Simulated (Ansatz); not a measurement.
# Sb3As: the cost of one run

Program: Ansatz 0.2.0. Level of theory: DFT PBE, scalar-relativistic, plane waves, PAW. These are calculated values, not measurements.

## 1. The system as given

The structure is hexagonal, space group P-6m2 (No. 187). The conventional cell has a = 3.564 Å, b = 3.564 Å, c = 11.244 Å, α = 90.00°, β = 90.00°, γ = 120.00°. Sb (site symmetry -6m2) is surrounded by 12 Sb at 3.49 to 3.56 Å. Sb (site symmetry 3m) has 3 As at 3.48 Å and 9 Sb at 3.49 to 3.56 Å as nearest neighbours. As (site symmetry -6m2) has 6 Sb at 3.48 Å and 6 As at 3.56 Å as nearest neighbours.

As a file:

```xyz
4
Lattice="3.5645 0.0000 0.0000 -1.7822 3.0869 0.0000 0.0000 0.0000 11.2444" Properties=species:S:1:pos:R:3 pbc="T T T"
Sb    0.0000    0.0000    5.6222
Sb    1.7822    1.0290    2.8042
Sb    1.7822    1.0290    8.4402
As    0.0000    0.0000    0.0000
```

The cell is invented: species swapped into a database cell of LiZn3 (P-6m2, No. 187), with As on the Li sites and Sb on the Zn sites. Lengths come from tabulated atomic sizes and are only a guess.

## 2. The guess as it stands, on a coarse mesh

Input file input.yaml:

```yaml
crystal:
  lattice:
    - [3.5644845, 0.0, 0.0]
    - [-1.78224225, 3.08693413, 0.0]
    - [0.0, 0.0, 11.24436284]
  atoms:
    - { symbol: Sb, position: [0.0, 0.0, 0.5] }
    - { symbol: Sb, position: [0.66666667, 0.33333333, 0.249384] }
    - { symbol: Sb, position: [0.66666667, 0.33333333, 0.750616] }
    - { symbol: As, position: [0.0, 0.0, 0.0] }
basis:
  ecutwfc: 420
kpoints:
  mp_grid: { grid: [6, 6, 2] }
hamiltonian:
  xc: pbe
scf:
  occupations: { method: gaussian, width: 0.1 }
  lower_state_search: "off"
output:
  forces: true
  stress: true
  eigenvalues: true
```

The run is started by

```console
$ ansatz run input.yaml --threads 1 --pin off --max-ram 2560MiB --backend cpu --events-out ev --progress --plain --runs-dir out
```

What time and memory should one allow on 1 thread of Intel Xeon at 2.70GHz, shared host?

About 4.7 s, with a peak of 0.37 GiB.
